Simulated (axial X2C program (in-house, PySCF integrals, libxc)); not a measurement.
# A two-component session on HfBr: EOM-EA-CCSD levels

Wanted for HfBr: EOM-EA-CCSD levels, at the two-component level.

Computed with an in-house X2C program for linear molecules on PySCF integrals. Level: two-component X2C with atomic mean-field terms, Hf dyall-acv3z, Br dyall-acv3z.

All values are calculated.

## 1. Set-up

Contents of task.json:

```json
{"zs": [72, 35], "q": 0, "bas": ["dyall-acv3z", "dyall-acv3z"], "r0": 2.66, "eom": "ea", "thr": -2.0, "nmax": 92, "grid": [1, 0.96, 1.045, 0.92, 1.09, 1.15]}
```

Keys: zs atomic numbers; q charge; bas basis sets; r0 starting distance in Å; eom kind of EOM run; thr threshold in hartree for freezing inner shells (an s shell follows its p shell); nmax most natural virtual spinors; grid distances as factors.

Run with:

```bash
$ python soeom.py task.json out
```

Nuclei are Gaussian, cores are contracted, and the Gaunt term is on.

## 2. EOM-EA-CCSD at 2.450 Å

Reference: the closed shell HfBr⁺; 18 electrons correlated, 84 virtual spinors; roots sought by Ω: 1/2: 5, 3/2: 4, 5/2: 2, 7/2: 1.

Output:

```text
two-component X2C + atomic mean field  HF
basis functions 312  fitting functions 1599  grid points 5803
iter        total energy     max residual
   1     -17674.807862116     7.85e-01
   2     -17674.866342445     3.11e-02
   3     -17674.866518153     3.85e-02
   4     -17674.871621146     1.68e-03
   5     -17674.871739064     9.76e-04
   6     -17674.871772029     3.03e-04
   7     -17674.871789192     1.41e-04
   8     -17674.871798744     1.11e-04
   9     -17674.871805595     9.66e-05
  10     -17674.871816156     7.80e-05
  11     -17674.871824758     5.58e-05
  12     -17674.871827526     4.01e-05
  13     -17674.871830471     1.67e-05
  14     -17674.871830918     7.13e-06
  15     -17674.871830978     2.40e-06
  16     -17674.871830980     4.93e-07
  17     -17674.871830980     1.66e-07
converged
one-electron -25361.68709753  Coulomb 7554.99942199  exact exchange -398.77692786  xc functional 0.00000000  nuclear repulsion 544.29655980  atomic mean-field constant -13.70378739
correlated 18  virtual 382  natural virtual 84  E(MP2) -0.457311172  MP2 remainder -0.119994358
iter   CCSD correlation   residual
   1     -0.341011454   1.62e-01
   2     -0.349064738   9.51e-02
   3     -0.354223622   5.53e-02
   4     -0.354513387   2.59e-02
   5     -0.354813991   1.33e-02
   6     -0.354969634   6.38e-03
   7     -0.354981421   3.73e-03
   8     -0.355026558   2.51e-03
   9     -0.355015631   1.76e-03
  10     -0.355037783   1.18e-03
  11     -0.355029783   7.48e-04
  12     -0.355035789   4.89e-04
  13     -0.355036103   2.90e-04
  14     -0.355035727   1.76e-04
  15     -0.355036999   9.68e-05
  16     -0.355036847   5.37e-05
  17     -0.355036724   3.13e-05
  18     -0.355036711   1.99e-05
(T) -0.015074295  T1 0.0376  D1 0.0831  max T2 0.150
EOM-EA-CCSD roots
2*Omega      energy/Eh   energy/eV  one-particle weight
    1      -0.23837405     -6.4865      0.919
    1      -0.21868810     -5.9508      0.922
    1      -0.16256315     -4.4236      0.880
    1      -0.12738006     -3.4662      0.007
    1      -0.11847817     -3.2240      0.001
    3      -0.24524818     -6.6735      0.884
    3      -0.22497909     -6.1220      0.904
    3      -0.15182554     -4.1314      0.876
    3      -0.13587088     -3.6972      0.005
    5      -0.23345332     -6.3526      0.883
    5      -0.13027364     -3.5449      0.002
    7      -0.12246417     -3.3324      0.000
```

T1 in the output is the amplitude norm over the root of the electron number; divide by √2 for the Lee–Taylor value.

```csv
Ω,binding energy (eV),above lowest (cm⁻¹),spinor,weight
3/2,6.674,0,91% Hf dδ,0.88
1/2,6.486,1510,"49% Hf dπ, 14% Hf pσ, 12% Hf pπ",0.92
5/2,6.353,2590,98% Hf dδ,0.88
3/2,6.122,4450,"69% Hf dπ, 13% Hf pπ, 9% Hf dδ",0.90
1/2,5.951,5830,"33% Hf dσ, 28% Hf pσ, 24% Hf dπ",0.92
1/2,4.424,18150,"65% Hf pπ, 11% Br dπ, 10% Hf dπ",0.88
3/2,4.131,20500,"66% Hf pπ, 10% Br dπ, 10% Hf dπ",0.88
```

It took 36 s on 1 thread of Arm Neoverse V2, shared host; peak memory 1.1 GiB.

## 3. EOM-EA-CCSD at 2.352 Å

```csv
Ω,binding energy (eV),above lowest (cm⁻¹),spinor,weight
3/2,6.504,0,92% Hf dδ,0.89
1/2,6.273,1870,"49% Hf dπ, 15% Hf pπ, 14% Hf pσ",0.92
5/2,6.194,2500,98% Hf dδ,0.89
3/2,5.935,4590,"67% Hf dπ, 15% Hf pπ, 8% Hf dδ",0.91
1/2,5.763,5980,"31% Hf dσ, 30% Hf pσ, 21% Hf dπ",0.93
1/2,4.253,18160,"60% Hf pπ, 12% Br dπ, 11% Hf dπ",0.89
3/2,3.976,20390,"62% Hf pπ, 12% Br dπ, 12% Hf dπ",0.88
```

It took 37 s on 1 thread of Arm Neoverse V2, shared host; peak memory 1.2 GiB.

## 4. Results

| quantity | value |
| --- | --- |
| lowest root at 2.450 Å | Ω = 3/2, 6.674 eV |
| next root led by one particle | Ω = 1/2, about 1510 cm⁻¹ higher |
| T1 of the reference | 0.027 |

What this shows: The added electron is bound by 6.67 eV in a spinor of 91% Hf dδ. Errors of 0.1 to 0.3 eV are usual at this size, and roots led by higher excitations are left out, so the list is incomplete, and low states of that kind can be missing. T1 or the largest double amplitude of the reference is raised, which lowers the reliability.
